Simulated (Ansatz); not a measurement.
Run this with Ansatz 0.2.0, Python API and show what comes out.

`bend_ch5fssi.py`
```python
"""Bending curve of CH5FSSi."""

import ansatz as az
from ase import Atoms


def main() -> None:
    atoms = Atoms(["F", "C", "S", "Si", "H", "H", "H", "H", "H"], positions=[
        (-1.6356, 0.8568, 0.3607),
        (-0.4305, 1.3794, 0.5267),
        (0.6236, 0.08, 1.1118),
        (0.576, -1.3486, -0.4523),
        (-0.0707, 1.7881, -0.4392),
        (-0.4762, 2.2042, 1.2629),
        (1.5418, -2.4193, -0.2278),
        (-0.8181, -1.9356, -0.4681),
        (0.7782, -0.6513, -1.6918),
    ])

    # start the scan from a relaxed geometry
    first = (
        az.Crystal.molecule_from_ase(atoms).calculation()
        .basis(gaussian="cc-pVDZ")
        .functional("b3lyp", dispersion="d3bj")
        .relax(force_tolerance=0.02, max_steps=80)
    )
    atoms.positions = first.run(threads=1).report["positions_ang"]

    rows = []
    for angle in [90, 100, 110, 120, 135, 150, 165, 179]:
        bent = atoms.copy()
        bent.set_angle(3, 2, 1, angle, indices=[0, 1, 4, 5])
        base = (
            az.Crystal.molecule_from_ase(bent).calculation()
            .basis(gaussian="cc-pVDZ")
            .functional("b3lyp", dispersion="d3bj")
        )
        rows.append((angle, base.run(threads=1).report["free_energy_ev"]))
    floor = min(e for _, e in rows)
    for angle, e in rows:
        print(f"angle Si3-S2-C1 = {angle:3d} deg   {1000 * (e - floor):9.1f} meV")


if __name__ == "__main__":
    main()
```

```console
$ python bend_ch5fssi.py
angle Si3-S2-C1 =  90 deg        49.5 meV
angle Si3-S2-C1 = 100 deg         0.0 meV
angle Si3-S2-C1 = 110 deg       101.0 meV
angle Si3-S2-C1 = 120 deg       303.1 meV
angle Si3-S2-C1 = 135 deg       738.7 meV
angle Si3-S2-C1 = 150 deg      1253.6 meV
angle Si3-S2-C1 = 165 deg      1714.9 meV
angle Si3-S2-C1 = 179 deg      1933.3 meV
```

Caveats:
- The scan is rigid, and the energies are electronic, in a modest basis. The zero is the lowest point of the grid, which needn't be the minimum.
- b3lyp holds the VWN-RPA fit, as in Gaussian; the form of ORCA and Turbomole is b3lyp5.
- Hardware and time: 68 s on 1 thread of Arm Neoverse V2 (shared host), peak memory 0.26 GiB.

(Lines on the test bed's own set-up are left out of the output.)
